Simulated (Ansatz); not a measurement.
# H8O2Si3: molecular dynamics

The plan is to follow the molecule's vibrations and see whether its bonds hold. The start is relaxed first. Runs: 300 steps of 0.5 fs at constant energy, with velocities drawn for 1000 K. SMILES of the start: O[Si](O)([SiH3])[SiH3].

All numbers below are computed with Ansatz 0.2.0 (RKS r2SCAN/6-31G).

## (1) The structure to begin with

Bond lengths: Si1–Si2 2.220 Å, Si2–H3 1.460 Å, Si2–H4 1.460 Å, Si2–H5 1.460 Å, Si1–O6 1.680 Å, O6–H7 1.010 Å, Si1–O8 1.679 Å, O8–H9 1.010 Å, Si1–Si10 2.218 Å, Si10–H11 1.460 Å, Si10–H12 1.460 Å, Si10–H13 1.460 Å. Angles (14 of 20 angles, heavy atoms first): Si2–Si1–O6 109.4°, Si2–Si1–O8 109.5°, Si2–Si1–Si10 109.5°, O6–Si1–O8 109.5°, O6–Si1–Si10 109.5°, O8–Si1–Si10 109.5°, Si1–Si2–H3 109.5°, Si1–Si2–H4 109.5°, Si1–Si2–H5 109.5°, Si1–O6–H7 109.5°, Si1–O8–H9 109.5°, Si1–Si10–H11 109.5°, Si1–Si10–H12 109.5°, Si1–Si10–H13 109.5°.

Structure file:

```xyz
13

Si    0.0000    0.0000    0.0000
Si    0.0000    0.0000    2.2200
H    -1.3148   -0.4067    2.7074
H     1.0096   -0.9353    2.7074
H     0.3052    1.3420    2.7074
O     1.5842    0.0000   -0.5594
H     1.9006   -0.9521   -0.6761
O    -0.7913    1.3709   -0.5594
H    -1.7491    1.1401   -0.7818
Si   -1.0456   -1.8115   -0.7393
H    -1.7029   -2.4846    0.3772
H    -2.0454   -1.4265   -1.7311
H    -0.0777   -2.7173   -1.3511
```

## (2) Preparing the start

Input file input.yaml:

```yaml
crystal:
  periodic: [false, false, false]
  atoms:
    - { symbol: Si, position_ang: [0.0, 0.0, 0.0] }
    - { symbol: Si, position_ang: [0.0, 0.0, 2.22] }
    - { symbol: H, position_ang: [-1.3148, -0.4067, 2.7074] }
    - { symbol: H, position_ang: [1.0096, -0.9353, 2.7074] }
    - { symbol: H, position_ang: [0.3052, 1.342, 2.7074] }
    - { symbol: O, position_ang: [1.5842, 0.0, -0.5594] }
    - { symbol: H, position_ang: [1.9006, -0.9521, -0.6761] }
    - { symbol: O, position_ang: [-0.7913, 1.3709, -0.5594] }
    - { symbol: H, position_ang: [-1.7491, 1.1401, -0.7818] }
    - { symbol: Si, position_ang: [-1.0456, -1.8115, -0.7393] }
    - { symbol: H, position_ang: [-1.7029, -2.4846, 0.3772] }
    - { symbol: H, position_ang: [-2.0454, -1.4265, -1.7311] }
    - { symbol: H, position_ang: [-0.0777, -2.7173, -1.3511] }
basis:
  gaussian: { orbitals: "6-31G" }
hamiltonian:
  xc: r2scan
relax:
  f_tol: 0.02
  max_steps: 40
output:
  orbitals: {}
```

On the command line:

```console
> ansatz run input.yaml --threads 1 --pin off --max-ram 2048MiB --backend cpu --events-out ev --progress --plain --runs-dir out
```

The runs that follow: Dynamics.

Q: Predict the outcome of this session. Wanted: relaxation of the start; temperature, first and last step; temperature, second half; potential energy, second half; largest change of the total energy; bonds formed or broken.

The runs gave:

```
                          quantity                          value
           relaxation of the start       18 moves, 1.120 eV lower
                            length            300 steps of 0.5 fs
  temperature, first and last step                 1000 and 496 K
          temperature, second half  mean 491 K, from 306 to 639 K
     potential energy, second half    +56 meV/atom from the start
largest change of the total energy                  0.17 meV/atom
            bonds formed or broken                              0
```

The temperature starts at 1000 K and averages 491 K in the second half, where it ranges from 306 to 639 K. About half is expected from a start at a minimum: kinetic energy passes into potential energy until both shares match. The total energy strays from its start by at most 0.17 meV/atom, 0.3 % of the mean kinetic energy, which is good for a step of 0.5 fs. The bonds all hold. A run of 150 fs with 13 atoms shows the motion but fixes no equilibrium value. The nuclei move classically, without zero-point motion, which matters most for hydrogen. The basis is very small, so the numbers are rough.
